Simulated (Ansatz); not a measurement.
# FH3OSn: taking an electron away

One table from this session's results is given with a row withheld; the runs are named, their logs left out.

Program: Ansatz 0.2.0, Gaussian basis. Level of theory: unrestricted cation, the program's frozen cores in correlated methods. These are calculated values, not measurements.

The runs, in order: UKS PBE-D4/def2-TZVPP; UKS r2SCAN-D4/def2-TZVPP; UKS PBE0-D4/def2-TZVPP; UKS B3LYP-D4/def2-TZVPP; UKS wB97X-V/def2-TZVPP; UKS wB97M-V/def2-TZVPP; UKS B2PLYP/def2-TZVPP; UHF-CCSD(T)/def2-TZVPP; UHF-CCSD(T)/def2-QZVPP; extrapolation to the limit; then −ε(HOMO) from the neutral's earlier runs with LDA (SPW92), PBE-D4, revPBE-D4, BLYP-D4, r2SCAN-D4, B97M-V, PBE0-D4, B3LYP-D4, r2SCANh-D4, r2SCAN0-D4, HSE06-D4, BHLYP-D4, CAM-B3LYP-D4, LC-ωPBE, ωB97X-V, ωB97M-V.

1 further run of the same task is left out (for a known fault of the program).

## Structure used throughout

All runs share one geometry, relaxed beforehand with PBE0-D4 in a triple-zeta def2 set. Sn takes the def2 core potential; no spin-orbit term is included.

SMILES `[OH][SnH2][F]`, 6 atoms, charge 0, spin multiplicity 1.

Atoms are counted from 1 here; the program's logs count them from 0.

Bond lengths: O1–Sn2 1.948 Å, O1–H4 0.960 Å, Sn2–F3 1.922 Å, Sn2–H5 1.701 Å, Sn2–H6 1.692 Å. Angles: Sn2–O1–H4 114.0°, O1–Sn2–F3 105.3°, O1–Sn2–H5 111.8°, O1–Sn2–H6 106.0°, F3–Sn2–H5 104.3°, F3–Sn2–H6 107.5°, H5–Sn2–H6 120.8°.

Coordinates:

```mol
FH3OSn
  3D, bonds by distance, orders not assigned

  6  5  0  0  0  0  0  0  0  0999 V2000
   -1.4144   -0.3330   -0.4250 O   0  0
    0.3023    0.2559    0.2837 Sn  0  0
    1.4091   -1.3151    0.3021 F   0  0
   -1.3686   -0.6857   -1.3167 H   0  0
    1.0961    1.3171   -0.7821 H   0  0
    0.0175    0.6967    1.8919 H   0  0
  1  2  8  0
  2  3  8  0
  1  4  8  0
  2  5  8  0
  2  6  8  0
M  END
```

The first run:

File in.yaml:

```yaml
crystal:
  periodic: [false, false, false]
  atoms:
    - {symbol: O, position_ang: [-1.414368, -0.332996, -0.424974]}
    - {symbol: Sn, position_ang: [0.302304, 0.255856, 0.283655]}
    - {symbol: F, position_ang: [1.409127, -1.315052, 0.302142]}
    - {symbol: H, position_ang: [-1.368562, -0.685698, -1.316739]}
    - {symbol: H, position_ang: [1.096130, 1.317147, -0.782063]}
    - {symbol: H, position_ang: [0.017468, 0.696742, 1.891879]}
basis:
  gaussian: {orbitals: def2-TZVPP}
total_charge: 1
magnetization: {spin_polarized: true, initial_magnetization: 1}
hamiltonian: {xc: pbe, dispersion: d4}
```

Launch:

```
$ ansatz run in.yaml --threads 2 --pin off --events-out ev --progress --plain --max-ram 32768MiB --backend cpu
```

Among the steps run: Cation, UKS PBE-D4/def2-TZVPP; Cation, UKS r2SCAN-D4/def2-TZVPP; Cation, UKS PBE0-D4/def2-TZVPP; Cation, UKS B3LYP-D4/def2-TZVPP; Cation, UKS wB97X-V/def2-TZVPP; Cation, UKS wB97M-V/def2-TZVPP; Cation, UKS B2PLYP (frozen core)/def2-TZVPP; Cation, UHF-CCSD(T)/def2-TZVPP; Cation, UHF-CCSD(T)/def2-QZVPP.

One table of the session follows, with a row left open; its other results are not shown here.

Orbital estimates, from the neutral's runs:

| functional | −ε(HOMO) (eV) |
| --- | --- |
| LDA (SPW92) | 7.48 |
| PBE-D4 | 7.30 |
| revPBE-D4 | 7.23 |
| BLYP-D4 | ? |
| r2SCAN-D4 | 7.68 |
| B97M-V | 7.80 |
| PBE0-D4 | 8.97 |
| B3LYP-D4 | 8.72 |
| r2SCANh-D4 | 8.31 |
| r2SCAN0-D4 | 9.24 |
| HSE06-D4 | 8.56 |
| BHLYP-D4 | 10.53 |
| CAM-B3LYP-D4 | 10.45 |
| LC-ωPBE | 11.81 |
| ωB97X-V | 11.47 |
| ωB97M-V | 11.37 |

Estimate the missing values for BLYP-D4.

Worked estimate for «−ε(HOMO) (eV)». Against the share of exact exchange, B3LYP-D4 (0.2, 8.72), BHLYP-D4 (0.5, 10.53) give a slope of 6.03 per unit share; at 0 the line stands at 7.51.

As computed: −ε(HOMO) (eV): 7.21. In «−ε(HOMO) (eV)» the line misses by +0.30.
